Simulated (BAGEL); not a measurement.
# One shape, several levels: singlet [GeN2H5]+

Wanted: a comparison of 3 runs (HF/def2-SVPD, B3LYP/6-31G*, RI-MP2/def2-SVPD) of singlet [GeN2H5]+. 

Program for the calculation: BAGEL 1.2.2.

2 further runs of the same task are left out: 2 that didn't finish. Runs told in other sessions of the task aren't counted.

**1. Starting point**

[GeN2H5]+ has 8 atoms, charge +1, and is taken as a singlet. As SMILES of the parent species, `[NH][GeH2][NH2]`. Geometry: relaxed at PBE0-D4/def2-TZVP. This is one conformer, not always the lowest. That shape belongs to the parent species and isn't relaxed for this state.

Bond lengths: N1–Ge2 1.861 Å, Ge2–N3 1.829 Å, N1–H4 1.025 Å, Ge2–H5 1.552 Å, Ge2–H6 1.541 Å, N3–H7 1.011 Å, N3–H8 1.010 Å. Angles: N1–Ge2–N3 104.2°, N1–Ge2–H5 105.7°, N1–Ge2–H6 114.1°, N3–Ge2–H5 115.8°, N3–Ge2–H6 107.4°, Ge2–N1–H4 109.3°, Ge2–N3–H7 113.9°, Ge2–N3–H8 115.2°, H5–Ge2–H6 109.8°, H7–N3–H8 109.1°.

**2. A single-point energy at HF/def2-SVPD (density fitting with qzvpp-jkfit) (run 1)**

The input, input.json:

```json
{ "bagel": [

{
  "title": "molecule",
  "basis": "def2-svpd.json",
  "df_basis": "qzvpp-jkfit",
  "angstrom": "true",
  "geometry": [
    { "atom": "N", "xyz": [   -1.696200,   -0.133000,   -0.510200 ] },
    { "atom": "Ge", "xyz": [    0.044800,    0.440000,   -0.185400 ] },
    { "atom": "N", "xyz": [    0.758300,   -0.869000,    0.874100 ] },
    { "atom": "H", "xyz": [   -2.241700,    0.643600,   -0.898100 ] },
    { "atom": "H", "xyz": [    0.698700,    0.607500,   -1.583100 ] },
    { "atom": "H", "xyz": [    0.135600,    1.765700,    0.595000 ] },
    { "atom": "H", "xyz": [    0.680200,   -1.798300,    0.484200 ] },
    { "atom": "H", "xyz": [    1.712300,   -0.713500,    1.167600 ] }
  ]
},
{
  "title": "hf",
  "charge": 1
},
{
  "title": "print",
  "file": "orbitals.molden",
  "orbitals": "true"
}

]}
```

The basis set def2-SVPD is read from a file made from the Basis Set Exchange's data (not shown).

Run with:

```sh
$ BAGEL_NUM_THREADS=1 BAGEL input.json > input.out
```

Standard output:

```text
* using 1 threads per process

  ===============================================================
  ===============================================================

  *** Geometry ***

  { "atom" : "N", "xyz" : [     -3.205353,     -0.251334,     -0.964138 ] },
  { "atom" : "Ge", "xyz" : [      0.084660,      0.831479,     -0.350355 ] },
  { "atom" : "N", "xyz" : [      1.432979,     -1.642172,      1.651810 ] },
  { "atom" : "H", "xyz" : [     -4.236199,      1.216228,     -1.697163 ] },
  { "atom" : "H", "xyz" : [      1.320352,      1.148009,     -2.991625 ] },
  { "atom" : "H", "xyz" : [      0.256247,      3.336689,      1.124387 ] },
  { "atom" : "H", "xyz" : [      1.285392,     -3.398294,      0.915005 ] },
  { "atom" : "H", "xyz" : [      3.235778,     -1.348320,      2.206444 ] },

  Number of auxiliary basis functions:      510

  Since a DF basis is specified, we compute 2- and 3-index integrals:
    o Being stored without compression. Storage requirement is 0.057 GB

  Number of basis functions:      118
  Number of electrons      :       51

    * METHOD: MOLECULE                             0.33

  *** RHF ***

  === Nuclear Repulsion ===
   201.4552582424

      * DIIS with orbital gradients will be used.

  === RHF iteration (def2-svpd.json) ===
      0      -2186.05983385          0.02021651           0.12
      1      -2186.21906272          0.01730899           0.12
      2      -2186.38875598          0.00277587           0.12
      3      -2186.40444721          0.00134473           0.12
      4      -2186.40790517          0.00064194           0.12
      5      -2186.40935714          0.00022743           0.12
      6      -2186.40953633          0.00009360           0.12
      7      -2186.40956222          0.00005089           0.11
      8      -2186.40957065          0.00002491           0.12
      9      -2186.40957242          0.00001307           0.11
     10      -2186.40957305          0.00000977           0.11
     11      -2186.40957352          0.00000723           0.11
     12      -2186.40957388          0.00000530           0.11
     13      -2186.40957409          0.00000402           0.11
     14      -2186.40957425          0.00000275           0.11
     15      -2186.40957435          0.00000120           0.11
     16      -2186.40957436          0.00000046           0.11
     17      -2186.40957436          0.00000027           0.11
     18      -2186.40957436          0.00000017           0.11
     19      -2186.40957436          0.00000009           0.11
     20      -2186.40957436          0.00000007           0.11
     21      -2186.40957436          0.00000005           0.11
     22      -2186.40957436          0.00000004           0.11
     23      -2186.40957436          0.00000003           0.11
     24      -2186.40957436          0.00000002           0.11
     25      -2186.40957436          0.00000001           0.11
     26      -2186.40957436          0.00000000           0.11
    * SCF iteration converged.

    * Permanent dipole moment:
           (    1.084366,    -0.474005,     0.965263) a.u.

    * METHOD: HF                                   3.35

    * METHOD: PRINT                                0.04

  ===============================================================
```

Run time: 3.9 s. Hardware: 1 thread of Arm Neoverse V1, shared host; peak memory 0.17 GiB.

**3. The energy at B3LYP/6-31G(d) (density fitting with qzvpp-jkfit, spherical functions) (run 2)**

The input, input.json:

```json
{ "bagel": [

{
  "title": "molecule",
  "basis": "6-31gs.json",
  "df_basis": "qzvpp-jkfit",
  "angstrom": "true",
  "geometry": [
    { "atom": "N", "xyz": [      -1.696200,      -0.133000,      -0.510200 ] },
    { "atom": "Ge", "xyz": [       0.044800,       0.440000,      -0.185400 ] },
    { "atom": "N", "xyz": [       0.758300,      -0.869000,       0.874100 ] },
    { "atom": "H", "xyz": [      -2.241700,       0.643600,      -0.898100 ] },
    { "atom": "H", "xyz": [       0.698700,       0.607500,      -1.583100 ] },
    { "atom": "H", "xyz": [       0.135600,       1.765700,       0.595000 ] },
    { "atom": "H", "xyz": [       0.680200,      -1.798300,       0.484200 ] },
    { "atom": "H", "xyz": [       1.712300,      -0.713500,       1.167600 ] }
  ]
},

{
  "title": "ks",
  "xc_func": "b3lyp",
  "charge": 1
},

{
  "title": "print",
  "file": "orbitals.molden",
  "orbitals": "true"
}

]}
```

The basis set 6-31G* is read from a file made from the Basis Set Exchange's data (not shown).

Run with:

```sh
$ BAGEL_NUM_THREADS=1 BAGEL input.json > input.out
```

Standard output:

```text
* using 1 threads per process

  ===============================================================
  ===============================================================

  *** Geometry ***

  { "atom" : "N", "xyz" : [     -3.205353,     -0.251334,     -0.964138 ] },
  { "atom" : "Ge", "xyz" : [      0.084660,      0.831479,     -0.350355 ] },
  { "atom" : "N", "xyz" : [      1.432979,     -1.642172,      1.651810 ] },
  { "atom" : "H", "xyz" : [     -4.236199,      1.216228,     -1.697163 ] },
  { "atom" : "H", "xyz" : [      1.320352,      1.148009,     -2.991625 ] },
  { "atom" : "H", "xyz" : [      0.256247,      3.336689,      1.124387 ] },
  { "atom" : "H", "xyz" : [      1.285392,     -3.398294,      0.915005 ] },
  { "atom" : "H", "xyz" : [      3.235778,     -1.348320,      2.206444 ] },

  Number of auxiliary basis functions:      510

  Since a DF basis is specified, we compute 2- and 3-index integrals:
    o Being stored without compression. Storage requirement is 0.020 GB

  Number of basis functions:       70
  Number of electrons      :       51

    * METHOD: MOLECULE                             0.27

  *** Kohn-Sham DFT ***

    * Removing 13525 points whose weight is below 1.00e-10
    * Grid points: 105723

  === Nuclear Repulsion ===
   201.4552582424

       - DIIS with orbital gradients will be used.

  === KS iteration (b3lyp / 6-31gs.json) ===
      0      -2098.04197865          0.10000695           0.34
      1      -1901.11804938          0.25278543           0.31
      2      -2099.35314472          0.11927503           0.31
      3      -2093.58674376          0.24132091           0.31
      4      -2104.42764209          0.21065027           0.32
      5      -2103.71686310          0.21054959           0.31
      6      -2104.93092398          0.20359297           0.31
      7      -2095.04457604          0.23746746           0.31
      8      -2105.80838240          0.16496561           0.31
      9      -2185.54791762          0.07742849           0.32
     10      -2147.64262216          0.39575920           0.31
     11      -2154.01448055          0.38918784           0.31
     12      -2157.77129268          0.38269986           0.31
     13      -2181.88188462          0.21180788           0.31
     14      -2179.54248835          0.11725752           0.31
     15      -2178.41185477          0.10664697           0.31
     16      -2188.21732029          0.03602266           0.31
     17      -2187.09541944          0.05683776           0.30
     18      -2188.51732525          0.02486024           0.31
     19      -2188.70686556          0.01465102           0.31
     20      -2188.07782185          0.03652183           0.30
     21      -2188.74537212          0.01427856           0.30
     22      -2188.65543163          0.02067720           0.30
     23      -2188.79313544          0.00869767           0.31
     24      -2188.81976782          0.00289679           0.31
     25      -2188.81812292          0.00342960           0.32
     26      -2188.82299200          0.00058509           0.31
     27      -2188.82311149          0.00020141           0.31
     28      -2188.82312852          0.00003810           0.30
     29      -2188.82312910          0.00000582           0.30
     30      -2188.82312912          0.00000825           0.30
     31      -2188.82312915          0.00000366           0.30
     32      -2188.82312916          0.00000093           0.30
     33      -2188.82312916          0.00000030           0.30
     34      -2188.82312916          0.00000012           0.30
     35      -2188.82312916          0.00000006           0.30
     36      -2188.82312916          0.00000007           0.30
     37      -2188.82312916          0.00000001           0.30
    * SCF iteration converged.

    * Permanent dipole moment:
           (   -0.299993,    -0.328440,     0.519293) a.u.

    * METHOD: KS                                  12.19

    * METHOD: PRINT                                0.01

  ===============================================================
```

It took 13 s on 1 thread of Arm Neoverse V1, shared host; peak memory 0.39 GiB.

**4. A single-point energy at RI-MP2/def2-SVPD (density fitting with qzvpp-jkfit) (run 3)**

input.json, as its differences from that of step 3:

```diff
@@ -4,3 +4,3 @@
   "title": "molecule",
-  "basis": "6-31gs.json",
+  "basis": "def2-svpd.json",
   "df_basis": "qzvpp-jkfit",
@@ -19,13 +19,5 @@
 
-{
-  "title": "ks",
-  "xc_func": "b3lyp",
-  "charge": 1
-},
+{ "title": "hf", "charge": 1 },
 
-{
-  "title": "print",
-  "file": "orbitals.molden",
-  "orbitals": "true"
-}
+{ "title": "mp2", "charge": 1, "ncore": 11 }
```

The basis set def2-SVPD is read from a file made from the Basis Set Exchange's data (not shown).

Run with:

```sh
$ BAGEL_NUM_THREADS=1 BAGEL input.json > input.out
```

Standard output:

```text
* using 1 threads per process

  ===============================================================
  ===============================================================

  *** Geometry ***

  { "atom" : "N", "xyz" : [     -3.205353,     -0.251334,     -0.964138 ] },
  { "atom" : "Ge", "xyz" : [      0.084660,      0.831479,     -0.350355 ] },
  { "atom" : "N", "xyz" : [      1.432979,     -1.642172,      1.651810 ] },
  { "atom" : "H", "xyz" : [     -4.236199,      1.216228,     -1.697163 ] },
  { "atom" : "H", "xyz" : [      1.320352,      1.148009,     -2.991625 ] },
  { "atom" : "H", "xyz" : [      0.256247,      3.336689,      1.124387 ] },
  { "atom" : "H", "xyz" : [      1.285392,     -3.398294,      0.915005 ] },
  { "atom" : "H", "xyz" : [      3.235778,     -1.348320,      2.206444 ] },

  Number of auxiliary basis functions:      510

  Since a DF basis is specified, we compute 2- and 3-index integrals:
    o Being stored without compression. Storage requirement is 0.057 GB

  Number of basis functions:      118
  Number of electrons      :       51

    * METHOD: MOLECULE                             0.32

  *** RHF ***

  === Nuclear Repulsion ===
   201.4552582424

      * DIIS with orbital gradients will be used.

  === RHF iteration (def2-svpd.json) ===
      0      -2186.05983385          0.02021651           0.11
      1      -2186.21906272          0.01730899           0.11
      2      -2186.38875598          0.00277587           0.11
      3      -2186.40444721          0.00134473           0.11
      4      -2186.40790517          0.00064194           0.11
      5      -2186.40935714          0.00022743           0.11
      6      -2186.40953633          0.00009360           0.11
      7      -2186.40956222          0.00005089           0.11
      8      -2186.40957065          0.00002491           0.11
      9      -2186.40957242          0.00001307           0.11
     10      -2186.40957305          0.00000977           0.11
     11      -2186.40957352          0.00000723           0.11
     12      -2186.40957388          0.00000530           0.11
     13      -2186.40957409          0.00000402           0.11
     14      -2186.40957425          0.00000275           0.11
     15      -2186.40957435          0.00000120           0.11
     16      -2186.40957436          0.00000046           0.11
     17      -2186.40957436          0.00000027           0.11
     18      -2186.40957436          0.00000017           0.11
     19      -2186.40957436          0.00000009           0.11
     20      -2186.40957436          0.00000007           0.11
     21      -2186.40957436          0.00000005           0.11
     22      -2186.40957436          0.00000004           0.11
     23      -2186.40957436          0.00000003           0.11
     24      -2186.40957436          0.00000002           0.11
     25      -2186.40957436          0.00000001           0.11
     26      -2186.40957436          0.00000000           0.11
    * SCF iteration converged.

    * Permanent dipole moment:
           (    1.084366,    -0.474005,     0.965263) a.u.

    * METHOD: HF                                   3.21

  *** RHF ***

  === Nuclear Repulsion ===
   201.4552582424

      * DIIS with orbital gradients will be used.

  === RHF iteration (def2-svpd.json) ===
      0      -2186.40957436          0.00000000           0.11
    * SCF iteration converged.

    * Permanent dipole moment:
           (    1.084366,    -0.474004,     0.965263) a.u.

  === DF-MP2 calculation ===

    * freezing 11 orbitals
    * 3-index integral transformation done
    * assembly done

      MP2 correlation energy:   -0.5448556339      0.08

      MP2 total energy:       -2186.9544299956

    * METHOD: MP2                                  0.32

  ===============================================================
```

It took 4.2 s on 1 thread of Arm Neoverse V1, shared host; peak memory 0.17 GiB.

**5. Overview of the runs**

| run | level | frozen core orbitals | energy (Eh) | HOMO energy (eV) | LUMO energy (eV) | HOMO–LUMO gap (eV) | wall time |
| --- | --- | --- | --- | --- | --- | --- | --- |
| 1 | HF/def2-SVPD (density fitting with qzvpp-jkfit) | – | -2186.409574 | -16.08 | -8.40 | 7.68 | 3.9 s |
| 2 | B3LYP/6-31G* (density fitting with qzvpp-jkfit, spherical functions) | – | -2188.823129 | -13.28 | -12.14 | 1.13 | 13 s |
| 3 | RI-MP2/def2-SVPD (density fitting with qzvpp-jkfit) | 11 | -2186.954430 | – | – | – | 4.2 s |

**6. Summary of results**

```
                                           quantity           value
                                run 3: total energy  -2186.95443 Eh
run 3: correlation energy (11 core orbitals frozen)      -544.9 mEh
```

All runs together took 21 s, the longest 13 s.
